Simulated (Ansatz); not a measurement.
# CaHCl: the cost of one run

Method: DFT PBE, plane waves, PAW, scalar-relativistic, no spin polarisation, in Ansatz 0.2.0.

## 1. The structure to begin with

The cell holds 12 atoms (Ca4Cl4H4): a = 6.354 Å, b = 6.764 Å, c = 5.572 Å, α = 81.52°, β = 99.28°, γ = 90.81°.

Structure file:

```xyz
12
Lattice="6.2211 0.1173 -1.2862 -0.0336 6.7011 0.9214 0.2322 0.0649 5.5670" Properties=species:S:1:pos:R:3 pbc="T T T"
Ca    3.5658    6.0584    5.0671
Ca    4.5928    4.3354    2.2621
Ca    0.3111    4.8286    0.6299
Ca    2.0311    2.2827    4.6387
H     1.8478    6.3539    1.8637
H     3.1814    0.4351    1.6114
H     4.9032    3.3124    4.5125
H     1.1227    6.6258    4.5254
Cl    4.3252    1.5097    0.4004
Cl    1.5255    4.8439    3.3223
Cl    6.2594    6.8148    1.5937
Cl    0.2884    2.3834    2.2681
```

## 2. The run

File input.yaml:

```yaml
crystal:
  lattice:
    - [6.221114, 0.117275, -1.286226]
    - [-0.033626, 6.701132, 0.921388]
    - [0.232171, 0.064918, 5.566952]
  atoms:
    - { symbol: Ca, position: [0.544774, 0.88593, 0.889446] }
    - { symbol: Ca, position: [0.724145, 0.629745, 0.46942] }
    - { symbol: Ca, position: [0.05366, 0.719567, 0.006458] }
    - { symbol: Ca, position: [0.296617, 0.327246, 0.847631] }
    - { symbol: H, position: [0.292895, 0.940663, 0.246758] }
    - { symbol: H, position: [0.496912, 0.052402, 0.395597] }
    - { symbol: H, position: [0.756841, 0.472272, 0.907283] }
    - { symbol: H, position: [0.160098, 0.979299, 0.687805] }
    - { symbol: Cl, position: [0.689075, 0.211338, 0.196158] }
    - { symbol: Cl, position: [0.229223, 0.713687, 0.531623] }
    - { symbol: Cl, position: [0.998403, 0.996075, 0.352093] }
    - { symbol: Cl, position: [0.034928, 0.351602, 0.357304] }
kpoints:
  mp_grid: { grid: [3, 2, 3] }
magnetization:
  spin_polarized: false
scf:
  occupations: { method: fermi_dirac, width: 0.1 }
hamiltonian:
  pseudopotentials: { kind: paw }
  xc: pbe
basis:
  ecutwfc: 420
md:
  timestep: 0.25
  n_steps: 30
  ensemble: nvt_langevin
  temperature: 900.0
  initial_velocities: maxwell_boltzmann
  seed: 961006
```

On the command line:

```sh
ansatz run input.yaml --threads 2 --pin off --max-ram 2560MiB --backend cpu --events-out ev --progress --plain --runs-dir out
```

**Question.** How long does this run take on 2 threads of AMD EPYC 9R45 (Zen 5), shared host, and how much memory does it need?

About 42 s, with a peak of 0.61 GiB.
